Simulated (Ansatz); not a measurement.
This script drives the Ansatz DFT code, driven from Python.

`tibe2.py`:
```python
'''Relax cell and ions of TiBe2.'''

from pathlib import Path
import warnings

import ansatz as az
import numpy as np
from pymatgen.core import Structure

params = {
    'occupations': 'gaussian',
    'kmesh': (6, 6, 6),
    'xc': 'LDA',
    'mixing_beta': 0.2,
    'force_tol': 0.01,
}

def edges_and_angles(cell):
    cell = np.asarray(cell)
    a, b, c = np.linalg.norm(cell, axis=1)
    cosines = cell[1] @ cell[2] / (b * c), cell[0] @ cell[2] / (a * c), cell[0] @ cell[1] / (a * b)
    return (a, b, c, *np.degrees(np.arccos(cosines)))


def main() -> None:
    warnings.simplefilter('ignore', az.DeckWarning)

    lattice = az.Lattice.of(
        [0.0, 3.21886, 3.21886],
        [3.21886, 0.0, 3.21886],
        [3.21886, 3.21886, 0.0],
    )
    sites = [
        ('Ti', [0.25, 0.25, 0.25]),
        ('Ti', [0.0, 0.0, 0.0]),
        ('Be', [0.625, 0.125, 0.625]),
        ('Be', [0.625, 0.625, 0.125]),
        ('Be', [0.125, 0.625, 0.625]),
        ('Be', [0.625, 0.625, 0.625]),
    ]
    system = az.Crystal(lattice=lattice)
    for symbol, position in sites:
        system = system.atom(symbol, position)

    # a pressure is positive in compression
    setup = (
        system.calculation()
        .occupations(params['occupations'])
        .accuracy('medium')
        .kpoints(mesh=params['kmesh'], center='monkhorst-pack')
        .functional(params['xc'])
        .eigensolver('davidson', full_accuracy=True)
        .basis(28 * az.Ry)
        .mixing('msr1', ndim=4, beta=params['mixing_beta'])
        .relax(force_tolerance=params['force_tol'], max_displacement=0.3, pressure=10 * az.kbar)  # relax until the tolerances are met
        .density()
        .potential()
        .electron_localization_function()  # 1 for a lone pair or bond, 0.5 for a uniform gas
        .output_files(volumetric_format='npy')
    )
    steps = []


    def follow(event):
        if event['event'] != 'relax_step':
            return
        row = event['data']
        steps.append(row)
        print(f'step {row["step"]:3d}  E = {row["lagrangian_ev"]:.5f} eV  largest force component = {row["allowed_force_max_ev_ang"]:.4f} eV/A  P = {row["pressure_gpa"]:.3f} GPa')


    out = setup.session().plan(threads=1).execute(on_event=follow)
    rep = out.report

    first, last = steps[0], steps[-1]
    symbols = [site.symbol for site in out.lattice.sites]
    print(f'energy gained {first["lagrangian_ev"] - last["lagrangian_ev"]:.4f} eV in {len(steps) - 1} steps')
    for label, vectors in (('before', first['cell_ang']), ('after', out.lattice.cell_ang)):
        print(label, 'a b c (A) {:.4f} {:.4f} {:.4f}  angles {:.2f} {:.2f} {:.2f}'.format(*edges_and_angles(vectors)), f' V = {abs(np.linalg.det(vectors)):.3f} A^3')
    print('final stress xx yy zz (GPa, compression positive):', np.round(np.diag(rep['stress_gpa']), 3) + 0.0)

    print('relaxed fractional positions')
    for site in out.lattice.sites:
        print(f'  {site.symbol:2s}', ' '.join(f'{v % 1:8.5f}' for v in np.round(site.position_frac, 5)))

    change = np.array(last['positions_ang']) @ np.linalg.inv(last['cell_ang']) - np.array(first['positions_ang']) @ np.linalg.inv(first['cell_ang'])
    moved = np.linalg.norm(change @ np.array(last['cell_ang']), axis=1)
    print('displacement within the cell, strain taken out (A):', ' '.join(f'{s}:{d:.3f}' for s, d in zip(symbols, moved)))

    energy = rep['free_energy_ev']
    print('TiBe2: {:.6f} eV = {:.6f} Ry = {:.6f} Ha'.format(energy, energy / 13.605693, energy / 27.211386))
    print('Fermi level {:.4f} eV, {} k-points, {} symmetry operations'.format(rep['fermi_energy_ev'], rep['n_kpoints'], rep['n_symmetry_ops']))

    folder = Path(out.write_results('fields'))
    print('densities in e/A^3, potentials in eV, ELF without unit')
    for name in sorted(p.name for p in folder.glob('*.npy')):
        field = np.load(folder / name)
        print(f'{name:16s} {str(field.shape):16s} min {field.min():10.4f}  mean {field.mean():10.4f}  max {field.max():10.4f}')

    final = Structure(out.lattice.cell_ang, [s.symbol for s in out.lattice.sites], [s.position_frac for s in out.lattice.sites])
    distances = np.array([n.nn_distance for shell in final.get_all_neighbors(6.0) for n in shell])
    values, counts = np.unique(distances.round(2), return_counts=True)
    print('distance (A)  neighbours per atom')
    for value, count in list(zip(values, counts))[:14]:
        print(f'{value:10.2f} {count / len(final):10.2f}')


if __name__ == '__main__':
    main()
```

It is started by `python tibe2.py`. How long does it take on 1 thread of Arm Neoverse V1, on a shared host, and how much memory does it need?

It took about 27 s, with a peak of 0.41 GiB, for 1 run of the engine.

Output of `python tibe2.py`:
```text
step   1  E = -5254.41117 eV  largest force component = 0.0081 eV/A  P = -8.027 GPa
step   2  E = -5254.51815 eV  largest force component = 0.0047 eV/A  P = 3.057 GPa
step   3  E = -5254.52804 eV  largest force component = 0.0014 eV/A  P = 0.837 GPa
step   4  E = -5254.52775 eV  largest force component = 0.0016 eV/A  P = 0.999 GPa
step   5  E = -5254.52279 eV  largest force component = 0.0016 eV/A  P = 0.832 GPa
step   6  E = -5254.52250 eV  largest force component = 0.0004 eV/A  P = 0.998 GPa
step   7  E = -5254.52241 eV  largest force component = 0.0004 eV/A  P = 0.996 GPa
energy gained 0.1112 eV in 6 steps
before a b c (A) 4.5522 4.5522 4.5522  angles 60.00 60.00 60.00  V = 66.702 A^3
after a b c (A) 4.4469 4.4469 4.4469  angles 59.86 59.86 59.86  V = 61.983 A^3
final stress xx yy zz (GPa, compression positive): [0.996 0.996 0.996]
relaxed fractional positions
  Ti  0.25021  0.25021  0.25021
  Ti  0.99979  0.99979  0.99979
  Be  0.62500  0.12500  0.62500
  Be  0.62500  0.62500  0.12500
  Be  0.12500  0.62500  0.62500
  Be  0.62500  0.62500  0.62500
displacement within the cell, strain taken out (A): Ti:0.002 Ti:0.002 Be:0.000 Be:0.000 Be:0.000 Be:0.000
TiBe2: -5254.522408 eV = -386.200277 Ry = -193.100139 Ha
Fermi level 10.6549 eV, 28 k-points, 12 symmetry operations
densities in e/A^3, potentials in eV, ELF without unit
elf.npy          (30, 30, 30)     min     0.0000  mean     0.4196  max     0.7032
rho.npy          (30, 30, 30)     min     0.0647  mean     0.5163  max    10.2048
v_es.npy         (30, 30, 30)     min   -44.0596  mean     3.9106  max    12.2799
v_tot.npy        (30, 30, 30)     min   -61.5487  mean    -7.4413  max     2.1492
distance (A)  neighbours per atom
      2.22       4.00
      2.60       2.00
      2.61       6.00
      2.72       1.00
      2.73       0.33
      3.84       2.00
      3.85       6.00
      4.08       8.00
      4.09       2.67
      4.44       6.00
      4.45       6.00
      4.96       4.00
      4.97       4.00
      5.14       2.00
```

Reading the output:
- The settings weren't tested for convergence.
- The cutoff lies under the one recommended for these potentials.
- Under the recommended cutoff a pressure can be off by several GPa, even in sign.
- Part of the cell is held or a pressure is applied, so the end point needn't be the zero-pressure lattice.
- At a fixed pressure a relaxation lowers the enthalpy F + PV, while F alone can rise.
- For a metal this k-point mesh is coarse: on a finer one energies can move by several to tens of meV an atom and pressures by half a GPa or more, differences at one mesh by less.
- The zero of the levels is a convention of the potentials, so an absolute Fermi energy is no work function.
- Energies along a relaxation are free energies. Rows at an unchanged volume are solved on a plane-wave basis chosen afresh for that cell, so the energy jumps there and such rows are no steps of the walk.
- The mesh has less symmetry than the crystal, which the program warned of.
- Edges and angles are those of the cell as typed, here a primitive one, not of the conventional cell.
- Symmetry holds the cell in this phase, whether or not it is the stable one at this pressure.
- Densities and potentials on the grid are those of the valence electrons, and inside the cores they hang on the potentials used.
- The structure comes from a database of computed cells and needn't be a stable or known phase.
- The script silences the warnings on its input, which a real study should read.

(A comment or docstring line of the script was reworded after the run, the code is as it ran; lines on the test bed's own set-up are left out of the output.)
